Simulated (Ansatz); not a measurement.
**C₅H₈N₂: a ladder of functionals and wavefunction methods**

An exercise on one series of results from a longer session: the logs are not shown, and one member is left open.

Computed with Ansatz 0.2.0, Gaussian basis. Level: functionals in def2-TZVPP, the program's frozen cores in correlated methods.

The runs, in order: LDA (SPW92), PBE-D4, revPBE-D4, BLYP-D4, r2SCAN-D4, B97M-V, PBE0-D4, B3LYP-D4, r2SCANh-D4, r2SCAN0-D4, HSE06-D4, BHLYP-D4, CAM-B3LYP-D4, LC-ωPBE, ωB97X-V, ωB97M-V, B2PLYP, PBE-QIDH; CCSD(T)/def2-SVP; MP2/def2-TZVPP; MP2/def2-QZVPP; RPA on PBE.

**The relaxed structure**

An earlier PBE0-D4 in a triple-zeta def2 set relaxation fixed the geometry.

SMILES `CN1[C]N(C)C=C1`, 15 atoms, charge 0, spin multiplicity 1.

Atoms are counted from 1 here; the program's logs count them from 0.

Bond lengths: C1–N2 1.440 Å, C1–H8 1.093 Å, C1–H9 1.093 Å, C1–H10 1.088 Å, N2–C3 1.357 Å, N2–C7 1.378 Å, C3–N4 1.357 Å, N4–C5 1.440 Å, N4–C6 1.378 Å, C5–H11 1.093 Å, C5–H12 1.093 Å, C5–H13 1.088 Å, C6–C7 1.350 Å, C6–H14 1.078 Å, C7–H15 1.078 Å. Angles: N2–C1–H8 110.9°, N2–C1–H9 110.9°, N2–C1–H10 107.5°, H8–C1–H9 108.9°, H8–C1–H10 109.3°, H9–C1–H10 109.3°, C1–N2–C3 122.9°, C1–N2–C7 124.2°, C3–N2–C7 113.0°, N2–C3–N4 102.1°, C3–N4–C5 122.9°, C3–N4–C6 113.0°, C5–N4–C6 124.2°, N4–C5–H11 110.9°, N4–C5–H12 110.9°, N4–C5–H13 107.5°, H11–C5–H12 108.9°, H11–C5–H13 109.3° and more.

The first run:

The input, in.yaml:

```yaml
crystal:
  periodic: [false, false, false]
  atoms:
    - {symbol: C, position_ang: [1.462499, 1.418997, 1.425399]}
    - {symbol: N, position_ang: [0.530503, 0.690187, 0.604004]}
    - {symbol: C, position_ang: [0.783184, -0.556731, 0.132285]}
    - {symbol: N, position_ang: [-0.345977, -0.829002, -0.569162]}
    - {symbol: C, position_ang: [-0.550876, -2.070773, -1.269520]}
    - {symbol: C, position_ang: [-1.260969, 0.201451, -0.536007]}
    - {symbol: C, position_ang: [-0.700426, 1.173065, 0.214406]}
    - {symbol: H, position_ang: [1.025373, 1.650745, 2.399736]}
    - {symbol: H, position_ang: [1.762891, 2.351478, 0.941280]}
    - {symbol: H, position_ang: [2.337697, 0.788560, 1.565075]}
    - {symbol: H, position_ang: [-0.688184, -1.897086, -2.339617]}
    - {symbol: H, position_ang: [-1.425844, -2.597828, -0.881234]}
    - {symbol: H, position_ang: [0.334845, -2.682944, -1.115673]}
    - {symbol: H, position_ang: [-2.214937, 0.163667, -1.036060]}
    - {symbol: H, position_ang: [-1.071679, 2.145313, 0.494489]}
basis:
  gaussian: {orbitals: def2-TZVPP}
hamiltonian: {xc: lda}
output: {orbitals: {seedname: orbitals}}
```

On the command line:

```bash
ansatz run in.yaml --threads 4 --pin off --events-out ev --progress --plain --max-ram 11315MiB
```

Steps of the session up to this table: LDA; PBE-D4 (GGA); revPBE-D4 (GGA); BLYP-D4 (GGA); r2SCAN-D4 (meta-GGA); B97M-V (meta-GGA); PBE0-D4 (hybrid); B3LYP-D4 (hybrid); r2SCANh-D4 (hybrid); r2SCAN0-D4 (hybrid); HSE06-D4 (hybrid); BHLYP-D4 (hybrid); CAM-B3LYP-D4 (range-separated); LC-ωPBE (range-separated); ωB97X-V (range-separated); ωB97M-V (range-separated); B2PLYP (double hybrid); PBE-QIDH (double hybrid).

One table of the session follows, with a row left open; its other results are not shown here.

It belongs to the step «Frontier levels by functional». 

| functional | HOMO (eV) | LUMO (eV) | gap (eV) |
| --- | --- | --- | --- |
| LDA (SPW92) | -4.75 | -0.47 | 4.29 |
| PBE-D4 | -4.64 | -0.22 | 4.43 |
| revPBE-D4 | -4.59 | -0.12 | 4.47 |
| BLYP-D4 | -4.54 | -0.11 | 4.43 |
| r2SCAN-D4 | -4.95 | 0.06 | 5.00 |
| B97M-V | -5.15 | 0.05 | 5.21 |
| PBE0-D4 | -6.05 | 0.76 | 6.81 |
| B3LYP-D4 | -5.82 | 0.50 | 6.33 |
| r2SCANh-D4 | -5.47 | 0.41 | 5.88 |
| r2SCAN0-D4 | -6.26 | 0.93 | 7.19 |
| HSE06-D4 | -5.64 | 0.38 | 6.03 |
| BHLYP-D4 | -7.40 | 1.77 | 9.17 |
| CAM-B3LYP-D4 | -7.51 | 1.82 | 9.33 |
| LC-ωPBE | -8.91 | 3.00 | 11.91 |
| ωB97X-V | ? | ? | ? |
| ωB97M-V | -8.47 | 2.74 | 11.22 |

**Question.** Estimate the row for ωB97X-V.

**Answer.** HOMO (eV): -8.57; LUMO (eV): 2.91; gap (eV): 11.48. In the column «HOMO (eV)» it lies between LC-ωPBE (-8.91) and ωB97M-V (-8.47).
